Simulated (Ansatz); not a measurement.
# SnI3Cl: basis-set convergence

The task here is to estimate one member of a computed series from the others.

Computed with Ansatz 0.2.0, Gaussian basis. Level: one geometry, several basis sets.

The runs, in order: PBE0-D4/def2-SVP; ωB97M-V/def2-SVP; PBE0-D4/def2-QZVPP; ωB97M-V/def2-QZVPP; the functionals' def2-TZVPP values are taken from earlier runs.

## Structure used throughout

All runs share one geometry, relaxed beforehand with PBE0-D4 in a triple-zeta def2 set. Sn, I take the def2 core potential; no spin-orbit term is included.

SMILES `[Cl][Sn]([I])([I])[I]`, 5 atoms, charge 0, spin multiplicity 1.

Atoms are counted from 1 here; the program's logs count them from 0.

Bond lengths: Cl1–Sn2 2.313 Å, Sn2–I3 2.655 Å, Sn2–I4 2.655 Å, Sn2–I5 2.655 Å. Angles: Cl1–Sn2–I3 108.0°, Cl1–Sn2–I4 108.0°, Cl1–Sn2–I5 108.0°, I3–Sn2–I4 110.9°, I3–Sn2–I5 110.9°, I4–Sn2–I5 110.9°.

Set-up of the first run:

Input file in.yaml:

```yaml
crystal:
  periodic: [false, false, false]
  atoms:
    - {symbol: Cl, position_ang: [0.021566, -0.372724, 2.306743]}
    - {symbol: Sn, position_ang: [0.010152, -0.019323, 0.021323]}
    - {symbol: I, position_ang: [1.562822, -1.857366, -1.101220]}
    - {symbol: I, position_ang: [-2.493896, -0.245777, -0.831747]}
    - {symbol: I, position_ang: [0.949357, 2.421490, -0.436498]}
basis:
  gaussian: {orbitals: def2-SVP}
hamiltonian: {xc: pbe0, dispersion: d4}
output: {orbitals: {seedname: orbitals}}
```

Launch:

```console
$ ansatz run in.yaml --threads 4 --pin off --events-out ev --progress --plain --max-ram 11315MiB
```

Steps of the session up to this table: PBE0-D4 in def2-SVP; ωB97M-V in def2-SVP; PBE0-D4 in def2-QZVPP; ωB97M-V in def2-QZVPP.

One of the session's tables, all rows but one given; the rest of the session is left out.

It belongs to the step «Density functionals: the series». 

| functional | basis | HOMO (eV) | LUMO (eV) |
| --- | --- | --- | --- |
| PBE0-D4 | def2-SVP | -7.99 | -3.60 |
| PBE0-D4 | def2-TZVPP | -8.03 | -3.58 |
| PBE0-D4 | def2-QZVPP | ? | ? |
| ωB97M-V | def2-SVP | -10.07 | -1.76 |
| ωB97M-V | def2-TZVPP | -10.14 | -1.78 |
| ωB97M-V | def2-QZVPP | -10.16 | -1.80 |

Estimate the missing values for PBE0-D4, def2-QZVPP.

**Answer.** HOMO (eV): -8.04; LUMO (eV): -3.58. In the column «HOMO (eV)» it lies between ωB97M-V, def2-SVP (-10.07) and PBE0-D4, def2-TZVPP (-8.03).
